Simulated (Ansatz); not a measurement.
# HC19O: the cost of one run

All numbers below are computed with Ansatz 0.2.0 (DFT PBEsol, plane waves, PAW, scalar-relativistic, collinear spin).

**1. Starting point**

The cell holds 21 atoms (C19HO): a = 7.398 Å, b = 7.398 Å, c = 11.000 Å, α = 90.00°, β = 90.00°, γ = 120.00°.

The coordinates stand in the first input below.

**2. End point A**

File input.yaml:

```yaml
crystal:
  lattice:
    - [7.398, 0.0, 0.0]
    - [-3.699, 6.406856, 0.0]
    - [0.0, 0.0, 11.0]
  atoms:
    - { symbol: C, position: [0.0, 0.0, 0.0909091] }
    - { symbol: C, position: [0.2222222, 0.1111111, 0.0909091] }
    - { symbol: C, position: [0.0, 0.3333333, 0.0909091] }
    - { symbol: C, position: [0.2222222, 0.4444444, 0.0909091] }
    - { symbol: C, position: [0.0, 0.6666667, 0.0909091] }
    - { symbol: C, position: [0.2222222, 0.7777778, 0.0909091] }
    - { symbol: C, position: [0.3333333, 0.0, 0.0909091] }
    - { symbol: C, position: [0.5555556, 0.1111111, 0.0909091] }
    - { symbol: C, position: [0.3333333, 0.3333333, 0.0909091] }
    - { symbol: C, position: [0.5555556, 0.4444444, 0.0909091] }
    - { symbol: C, position: [0.3333333, 0.6666667, 0.0909091] }
    - { symbol: C, position: [0.5555556, 0.7777778, 0.0909091] }
    - { symbol: C, position: [0.6666667, 0.0, 0.0909091] }
    - { symbol: C, position: [0.8888889, 0.1111111, 0.0909091] }
    - { symbol: C, position: [0.6666667, 0.3333333, 0.0909091] }
    - { symbol: C, position: [0.8888889, 0.4444444, 0.0909091] }
    - { symbol: C, position: [0.6666667, 0.6666667, 0.0909091] }
    - { symbol: C, position: [0.8888889, 0.7777778, 0.0909091] }
    - { symbol: C, position: [0.3690888, 0.3956668, 0.2263636], spin: 1.0 }
    - { symbol: H, position: [0.5118002, 0.4321654, 0.2763636] }
    - { symbol: O, position: [0.256422, 0.3668521, 0.3127273] }
magnetization:
  spin_polarized: true
basis:
  ecutwfc: 420.0
kpoints:
  mp_grid: { grid: [2, 2, 1] }
hamiltonian:
  xc: pbesol
scf:
  occupations: { method: fermi_dirac, width: 0.05 }
  lower_state_search: "off"
relax:
  f_tol: 0.03
  max_steps: 60
  adjacent_minimum: "off"
```

Started as:

```console
> ansatz run input.yaml --threads 2 --pin off --max-ram 5120MiB --backend cpu --events-out ev --progress --plain --runs-dir out
```

What time and memory should one allow on 2 threads of Arm Neoverse V1, shared host?

About 5.8 min, with a peak of 0.9 GiB.
